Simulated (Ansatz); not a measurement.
## WAu in Ansatz: convergence with k mesh

Input of the first run (k mesh 3 × 3 × 3); the others differ in this setting and in those tied to it:

input.yaml

```yaml
crystal:
  lattice:
    - [0.0, 2.74797926, 2.74797926]
    - [2.74797926, 0.0, 2.74797926]
    - [2.74797926, 2.74797926, 0.0]
  atoms:
    - { symbol: W, position: [0.003874, -0.002977, -0.007091] }
    - { symbol: Au, position: [0.738363, 0.7513, 0.758064] }
hamiltonian:
  xc: lda
  pseudopotentials: { kind: nc }
kpoints:
  mp_grid: { grid: [3, 3, 3] }
scf:
  occupations: { method: gaussian, width: 0.05 }
output:
  forces: true
  stress: true
  eigenvalues: true
```

Potentials or basis: PseudoDojo standard (LDA files).

Command:

```bash
$ ansatz run input.yaml --threads 2 --pin off --max-ram 5632MiB --backend cpu --events-out ev --progress --plain --runs-dir out
```

The cell isn't the ideal one: atoms moved at random, drawn with an rms of 0.05 Å.

The cell was built by a generator and needn't be a form met in nature.

Hardware: 2 threads of Arm Neoverse V2 (shared host).

```
      k mesh  energy less the tightest run, at zero smearing (meV/atom)  pressure (GPa)  largest force (eV/Å)  SCF cycles  CPU time (s)  peak memory (GiB)
   3 × 3 × 3                                                      71.50           22.06                 1.303           8           3.5               0.28
   4 × 4 × 4                                                      56.13           22.50                 0.796           9           7.9               0.32
   5 × 5 × 5                                                     -18.47           21.67                 1.250           8            14               0.36
   6 × 6 × 6                                                      -0.48           22.15                 1.286           8            25               0.44
   8 × 8 × 8                                                       1.16           22.06                 1.279           8            61               0.68
10 × 10 × 10                                                       0.35           22.06                 1.274           8           110                1.1
12 × 12 × 12                                                      -0.29           22.07                 1.292           8           190                1.7
14 × 14 × 14                                                       0.00           22.04                 1.284           8           300                2.5
```

Against the tightest run, the energy stays within 1 meV/atom from 10 × 10 × 10 on; the pressure stays within 0.1 GPa from 8 × 8 × 8 on. Not settled before the last step: the largest force (to 0.005 eV/Å). Meshes of other sizes hit other points, so gaps and Fermi surfaces needn't settle smoothly. The tightest run that finished is the yardstick and may itself not be fully converged.

Spin-orbit coupling is left out, which matters for the levels of Au, W.
